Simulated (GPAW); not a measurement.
Ga3Se:

```
Se Ga
1.0
     4.43246    0.00000    0.00000
     0.00000    4.43246    0.00000
     0.00000    0.00000    4.43246
Se Ga
1 3
Direct
  0.00000 0.00000 0.00000
  0.50000 0.50000 0.00000
  0.50000 0.00000 0.50000
  0.00000 0.50000 0.50000
```

The cell comes from a database or a generator and needn't be the stable form of this composition.

Base run:

```yaml
Program: GPAW 26.7.0
Functional: LDA
Potentials_or_basis: the program's PAW data sets (release 1.2.1) made for this functional
Cutoff: 600 eV
Basis: pw
k_mesh: 6 × 6 × 6
Occupations: fermi-dirac, width 0.05 eV
Spin: no spin polarisation
```

Its results: pressure -5.2 GPa.

Question: After a change of settings the same cell gave: pressure -3.9 GPa. Which change was it?
A. functional from LDA to PBEsol; potentials or basis from the program's PAW data sets (release 1.2.1) made for this functional to PAW data sets generated in the run's folder for this functional
B. cutoff from 600 eV to 450 eV; k mesh from 6 × 6 × 6 to 5 × 5 × 5
C. functional from LDA to r2SCAN; potentials or basis from the program's PAW data sets (release 1.2.1) made for this functional to GPAW PAW data sets (gpaw-data 1.2.1)

Answer: A.
